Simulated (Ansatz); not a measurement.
# CuS (Fm-3m): test of the smearing width from a Python script

Aim: a test of the smearing width, for CuS (Fm-3m), run from a script.

Computed with the Python package of Ansatz 0.2.0. Level of theory: DFT LDA, plane waves, PAW.

### Step 1. The structure

Symmetry: Fm-3m, No. 225, cubic system. Conventional cell: a = 4.880 Å, b = 4.880 Å, c = 4.880 Å, α = 90.00°, β = 90.00°, γ = 90.00°. Cu (site symmetry m-3m) is surrounded by 6 S at 2.44 Å. S (site symmetry m-3m) has 6 Cu at 2.44 Å as nearest neighbours.

The script holds or builds the structure itself.

### Step 2. The code

Contents of run_smear.py:

```python
import ansatz
from pymatgen.core import Lattice, Structure
from pymatgen.io.ase import AseAtomsAdaptor
from tabulate import tabulate

pmg_structure = Structure(
    Lattice([[0.0, 2.4399, 2.4399], [2.4399, 0.0, 2.4399], [2.4399, 2.4399, 0.0]]),
    ["Cu", "S"],
    [
        [0.0, 0.0, 0.0],
        [0.5, 0.5, 0.5],
    ],
)
system = ansatz.Crystal.from_ase(AseAtomsAdaptor.get_atoms(pmg_structure))

job = (
    system.calculation()
    .initial_density(normalization="atom")
    .mixing("msr1", preconditioner="local_kerker")
    .scf(tolerance=1e-09, extra_bands=6, lower_state_search="off")
    .kpoints(length=22)
    .basis(14 * ansatz.Ha, xc_grid=1)
    .functional("LDA")
    .forces()
    .stress()
)

rows = []
for value in [0.5, 0.3, 0.2, 0.1]:
    summary = job.occupations("fermi_dirac", width=value).run(threads=1).report
    rows.append((value, summary["free_energy_ev"] / len(summary["lattice"]["sites"]), summary["n_iterations"], sum(summary["stress_gpa"][i][i] for i in range(3)) / 3, max(abs(f) for row in summary["forces_ev_ang"] for f in row), summary["n_kpoints"]))

print(tabulate(rows, headers=["width (eV)", "F/atom (eV)", "iterations", "P (GPa)", "max force (eV/A)", "k-points"], floatfmt=".4f", tablefmt="plain"))

for row in rows[:-1]:
    shift = 1000 * (row[1] - rows[-1][1])
    print(f"{row[0]}: {shift:+.2f} meV/atom" + ("  (within 5 meV)" if abs(shift) < 5 else ""))
```

### Step 3. The calls as engine input

The package turns the script's settings into the engine's input (first run):

```yaml
crystal:
  lattice:
    - [0.0, 2.4399, 2.4399]
    - [2.4399, 0.0, 2.4399]
    - [2.4399, 2.4399, 0.0]
  atoms:
    - { symbol: Cu, position: [0.0, 0.0, 0.0] }
    - { symbol: S, position: [0.5, 0.5, 0.5] }
basis:
  ecutwfc: 380.959407443832
  xc_grid: 1
kpoints:
  mp_grid:
    grid: [8, 8, 8]
hamiltonian:
  xc: lda
scf:
  n_extra_bands: 6
  convergence:
    dr2_threshold: 1.0e-09
  lower_state_search: "off"
  mixing:
    algorithm: msr1
    preconditioner: local_kerker
  occupations:
    method: fermi_dirac
    width: 0.5
  initial_density:
    normalization: atom
output:
  forces: true
  stress: true
```

### Step 4. The run

Launch:

```console
$ python run_smear.py
```

Standard output:

```text
DeckWarning: basis.ecutwfc = 380.959407443832 eV is below the records' recommended 420 eV, and the density's cutoff is lower with it unless basis.ecutrho_ratio is high enough to keep the records' density cutoff: compare with a run at a higher cutoff
DeckWarning: output.stress: scf.convergence.dr2_threshold = 1e-9 eV is looser than the 2e-10 eV advised for a printed stress (1e-10 eV for each atom of the cell: 2). What an SCF threshold leaves in a stress goes as its square root, and in the free energy as the threshold itself, and one threshold admits the most on a [...]
  width (eV)    F/atom (eV)    iterations    P (GPa)    max force (eV/A)    k-points
      0.5000     -3712.9731            10    -5.8936              0.0000          29
      0.3000     -3712.8338            10    -7.6719              0.0000          29
      0.2000     -3712.7886            10    -8.2587              0.0000          29
      0.1000     -3712.7594            10    -8.6459              0.0000          29
0.5: -213.69 meV/atom
0.3: -74.46 meV/atom
0.2: -29.22 meV/atom
```

(Warnings from the package without file and line, shortened.)

It took 3.1 s on 1 thread, shared host.

### Step 5. What changed from run to run

The engine's inputs for the other runs:

Run 2, against run 1:

```diff
@@ -27 +27 @@
-    width: 0.5
+    width: 0.3
```

Run 3, against run 1:

```diff
@@ -27 +27 @@
-    width: 0.5
+    width: 0.2
```

Run 4, against run 1:

```diff
@@ -27 +27 @@
-    width: 0.5
+    width: 0.1
```

Lines on the test bed's own set-up are left out of the output.

### Step 6. Run by run

The 4 runs, in the order started:

```
run  width (eV)  energy from run 4 (meV/atom)  the same at zero width (meV/atom)  pressure (GPa)  SCF cycles  CPU time (s)
  1         0.5                       -213.69                              -9.59           -5.89          10          0.55
  2         0.3                        -74.46                              -4.97           -7.67          10          0.54
  3         0.2                        -29.22                              -2.39           -8.26          10          0.53
  4         0.1                          0.00                               0.00           -8.65          10          0.52
```

Energies are free energies F = E - TS of the smeared occupations. 

### Step 7. Results

```
                              quantity            value
                         runs compared                4
       last run but one, from the last  -29.22 meV/atom
within 5 meV/atom of the last run from   no earlier run
```

Going from 0.1 to 0.5 eV changes F by -213.7 meV an atom. With this scheme F falls roughly as the square of the width; the report's estimate for zero width (energy_sigma0_ev) moves by only -9.6 meV. The pressure moves from -8.65 to -5.89 GPa. Reading the output:
- The cutoff lies under the one recommended for these potentials.
- No spin polarisation was allowed.
- Under the recommended cutoff a pressure can be off by several GPa, even in sign.
- For a metal this k-point mesh is coarse: on a finer one energies can move by several to tens of meV an atom and pressures by half a GPa or more, differences at one mesh by less.
- A Fermi-Dirac width this large means warm electrons, whose thermal share enters the free energy.
- Forces vanish by symmetry here and test nothing.
- The narrowest width needs the finest mesh, so the last row is no converged reference.
- Pressure is positive in compression.
- The structure comes from a database of computed cells and needn't be a stable or known phase.
